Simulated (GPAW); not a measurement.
Crystal: TaWC2.

```
CELL_PARAMETERS angstrom
1.57186 0.90751 5.10162
-1.57186 0.90751 5.10162
0.00000 -1.81502 5.10162
ATOMIC_POSITIONS crystal
W 0.00000 0.00000 0.00000
Ta 0.50000 0.50000 0.50000
C 0.25093 0.25093 0.25093
C 0.74907 0.74907 0.74907
```

The cell comes from a database or a generator and needn't be the stable form of this composition.

Program: GPAW 26.7.0. Alike in all runs: no spin polarisation; cell as given; cutoff (eV) 800; smearing fermi-dirac 0.05 eV.

**Question.** Order these runs on this cell by their pressure, lowest first.
A. level PBE; potentials or basis GPAW PAW data sets (gpaw-data 1.2.1), pw; k mesh 10 × 10 × 10
B. level LDA; potentials or basis the program's PAW data sets (release 1.2.1) made for this functional, pw; k mesh 7 × 7 × 7; band path GLB1,BZGX,QFP1Z,LP; band points 100
C. level PBEsol; potentials or basis PAW data sets generated in the run's folder for this functional, pw; k mesh 7 × 7 × 7; band path GLB1,BZGX,QFP1Z,LP; band points 100

**Answer.** B (-17.8 GPa), C (-10.8 GPa), A (-2.5 GPa).

Not every run made on this cell is shown here.
